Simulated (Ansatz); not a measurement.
## C3H5I, SMILES CC=CI: a rigid torsion scan, step by step

With Ansatz 0.2.0, Python API.

At the Python prompt:
```pycon
>>> import ansatz
>>> from ase import Atoms
>>> atoms = Atoms(["C", "C", "C", "I", "H", "H", "H", "H", "H"], positions=[
...     [0.0268, 1.1811, -0.0221],
...     [-0.4494, -0.2069, 0.0461],
...     [0.373, -1.235, -0.0283],
...     [-0.1295, -3.1726, 0.0954],
...     [-0.3195, 1.7482, 0.858],
...     [-0.5042, 1.7256, -0.89],
...     [1.0886, 1.3335, -0.1447],
...     [-1.4745, -0.3623, 0.1553],
...     [1.4772, -1.058, -0.0869],
... ])
>>> first = (
...     ansatz.Crystal.molecule_from_ase(atoms).calculation()
...     .basis(gaussian="def2-SVP")
...     .functional("PBE", dispersion="d4")
...     .relax(force_tolerance=0.02, max_steps=80)
... )
>>> atoms.positions = first.run(threads=1).report["positions_ang"]
>>> start = atoms.get_dihedral(2, 1, 0, 4)
>>> energies = {}
>>> for turn in range(0, 121, 20):
...     turned = atoms.copy()
...     turned.set_dihedral(2, 1, 0, 4, start + turn, indices=[0, 4, 5, 6])
...     model = (
...         ansatz.Crystal.molecule_from_ase(turned).calculation()
...         .basis(gaussian="def2-SVP")
...         .functional("PBE", dispersion="d4")
...     )
...     energies[round((start + turn) % 360)] = model.run(threads=1).report["free_energy_ev"]
...
>>> floor = min(energies.values())
>>> print("dihedral C2-C1-C0-H4 (deg)   E - E(min) (eV)")
dihedral C2-C1-C0-H4 (deg)   E - E(min) (eV)
>>> for angle, e in sorted(energies.items()):
...     print(f"{angle:8d} {(e - floor):14.3f}  " + "#" * int(30 * (e - floor) / max(max(energies.values()) - floor, 1e-9)))
...
     239          0.000
     259          0.023  #######
     279          0.069  ######################
     299          0.094  ##############################
     319          0.073  #######################
     339          0.028  #########
     359          0.005  #
```

The lowest point is at 239° and the highest at 299°, 0.094 eV (9.1 kJ/mol) above it, with the rest of the molecule held.

What to keep in mind:
- The scan is rigid and the energies are electronic, in a modest basis. With rigid groups the curve can differ much from the relaxed path, the start wasn't checked as a minimum of this torsion, and equivalent turns needn't return to the same energy.
- def2 sets replace the cores of elements past krypton by effective core potentials.
- The whole script took 39 s on 1 thread of Arm Neoverse V1, with other jobs on the host, peak memory 0.2 GiB.
